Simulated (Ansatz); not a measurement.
A run of Ansatz 0.2.0:

Contents of input.yaml:

```yaml
crystal:
  lattice:
    - [4.8094, 0.0, 0.0]
    - [0.0, 3.001561, 5.5205055]
    - [0.0, -3.001561, 5.5205055]
  atoms:
    - { symbol: W, position: [0.498486, 0.70214, 0.690172] }
    - { symbol: Ti, position: [-0.005062, 0.798631, 0.798855] }
    - { symbol: Mg, position: [0.49947, 0.170318, 0.17919] }
    - { symbol: Mg, position: [0.501247, 0.68877, 0.16845] }
    - { symbol: Mg, position: [0.498628, 0.161532, 0.690267] }
    - { symbol: Mg, position: [0.001832, 0.333671, 0.330224] }
    - { symbol: Mg, position: [0.003896, 0.812158, 0.34204] }
    - { symbol: Mg, position: [0.001213, 0.339032, 0.832827] }
hamiltonian:
  xc: pbe
  pseudopotentials: { kind: paw }
kpoints:
  mp_grid: { grid: [6, 5, 5] }
scf:
  occupations: { method: fermi_dirac, width: 0.05 }
output:
  forces: true
  stress: true
  eigenvalues: true
```

Potentials or basis: Ansatz PAW.

The run is started by

```sh
$ ansatz run input.yaml --threads 4 --pin off --max-ram 10240MiB --backend cpu --events-out ev --progress --plain --runs-dir out
```

Hardware: 4 threads of Arm Neoverse V2, on a shared host.

How long does it take, and how much memory?

Run time: 10 s on 4 threads of Arm Neoverse V2, on a shared host, peak memory 0.75 GiB. Counts: scf iterations 8, plane waves 3109, k points 76, bands 52.
